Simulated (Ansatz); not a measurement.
# MoS2: the cost of one run

Method: DFT LDA+D3(BJ), scalar-relativistic, plane waves, PAW, in Ansatz 0.2.0.

71 further runs of the same task are left out: 71 set aside as unsound or not needed.

**1. Starting point**

It takes space group P-3m1 (No. 164, trigonal). Conventional cell: a = 3.185 Å, b = 3.185 Å, c = 21.671 Å, α = 90.00°, β = 90.00°, γ = 120.00°. Mo (site symmetry 3m) has 6 S at 2.40 to 2.41 Å as nearest neighbours. Around S (site symmetry 3m) lie 3 Mo at 2.40 Å. S (site symmetry 3m) has 3 Mo at 2.41 Å as nearest neighbours.

As a file:

```xyz
6
Lattice="3.1845 0.0000 0.0000 -1.5923 2.7579 0.0000 0.0000 0.0000 21.6705" Properties=species:S:1:pos:R:3 pbc="T T T"
Mo    1.5923    0.9193    3.2254
Mo    0.0000    1.8386   18.4451
S     0.0000    1.8386    4.7756
S     1.5923    0.9193   19.9965
S     0.0000    1.8386    1.6741
S     1.5923    0.9193   16.8949
```

Source of the structure: the Materials Project (structure only).

**6. Plan of the scan**

The energy is mapped over the lattice constants a and c of the conventional cell.

- lattice constant a (and b): 11 values from 2.931 to 3.239 Å
- lattice constant c: 11 values from 10.454 to 12.521 Å

Nothing else is relaxed (fractional coordinates fixed). Energies count from the relaxed crystal. Points are written as (first, second).

(The set-up runs are not shown.)

**7. Grid point (2.931 Å, 10.454 Å)**

input.yaml reads:

```yaml
crystal:
  lattice:
    - [2.9306, 0.0, 0.0]
    - [-1.4653, 2.5379740483, 0.0]
    - [0.0, 0.0, 10.4535]
  atoms:
    - { symbol: Mo, position: [0.6666666667, 0.3333333333, 0.2499200407] }
    - { symbol: Mo, position: [0.3333333333, 0.6666666667, 0.7500799593] }
    - { symbol: S, position: [0.3333333333, 0.6666666667, 0.3856050829] }
    - { symbol: S, position: [0.6666666667, 0.3333333333, 0.8857676408] }
    - { symbol: S, position: [0.3333333333, 0.6666666667, 0.1142323592] }
    - { symbol: S, position: [0.6666666667, 0.3333333333, 0.6143949171] }
basis:
  ecutwfc: 420
kpoints:
  mp_grid: { grid: [12, 12, 4] }
hamiltonian:
  xc: lda
  pseudopotentials: { kind: paw, azcp: { folder: soft_1 } }
  dispersion: d3bj
scf:
  occupations: { method: gaussian, width: 0.05 }
output:
  forces: true
  stress: true
  eigenvalues: true
```

Command:

```console
$ ansatz run input.yaml --threads 4 --pin off --max-ram 8192MiB --backend cpu --events-out ev --progress --plain --runs-dir out
```

What time and memory should one allow on 4 threads of Arm Neoverse N1, shared host?

About 5 s, with a peak of 0.43 GiB.
